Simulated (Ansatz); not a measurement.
# WSe2: the cost of one run

Method: DFT r2SCAN, scalar-relativistic, plane waves, PAW, in Ansatz 0.2.0.

## Step 1: The starting structure

The structure is hexagonal, space group P6_3/mmc (No. 194). Conventional cell: a = 3.290 Å, b = 3.290 Å, c = 12.970 Å, α = 90.00°, β = 90.00°, γ = 120.00°. Around W (site symmetry -6m2) lie 6 Se at 2.53 Å. Around Se (site symmetry 3m) lie 3 W at 2.53 Å.

Coordinates:

```
CELL_PARAMETERS angstrom
3.29000 0.00000 0.00000
-1.64500 2.84922 0.00000
0.00000 0.00000 12.97000
ATOMIC_POSITIONS crystal
W 0.33333 0.66667 0.25000
W 0.66667 0.33333 0.75000
Se 0.33333 0.66667 0.62100
Se 0.66667 0.33333 0.12100
Se 0.33333 0.66667 0.87900
Se 0.66667 0.33333 0.37900
```

Source of the structure: the Crystallography Open Database.

(A quick probe on a coarse mesh, which set the mesh and smearing, is not shown.)

## Step 3: The relaxation

The input, input.yaml:

```yaml
crystal:
  lattice:
    - [3.29, 0.0, 0.0]
    - [-1.645, 2.8492235785, 0.0]
    - [0.0, 0.0, 12.97]
  atoms:
    - { symbol: W, position: [0.3333333333, 0.6666666667, 0.25] }
    - { symbol: W, position: [0.6666666667, 0.3333333333, 0.75] }
    - { symbol: Se, position: [0.3333333333, 0.6666666667, 0.621] }
    - { symbol: Se, position: [0.6666666667, 0.3333333333, 0.121] }
    - { symbol: Se, position: [0.3333333333, 0.6666666667, 0.879] }
    - { symbol: Se, position: [0.6666666667, 0.3333333333, 0.379] }
basis:
  ecutwfc: 500
kpoints:
  mp_grid: { grid: [9, 9, 2] }
hamiltonian:
  xc: r2scan
scf:
  occupations: { method: gaussian, width: 0.02 }
output:
  forces: true
  stress: true
  eigenvalues: true
relax:
  adjacent_minimum: "off"
  f_tol: 0.005
  max_steps: 80
  cell: { stress_tol: 0.05 }
```

Run with:

```console
ansatz run input.yaml --threads 4 --pin off --max-ram 10240MiB --backend cpu --events-out ev --progress --plain --runs-dir out
```

Q: Estimate wall time and peak memory on 4 threads of Intel Xeon 6975P-C (Granite Rapids), shared host.

About 19 s, with a peak of 0.91 GiB.
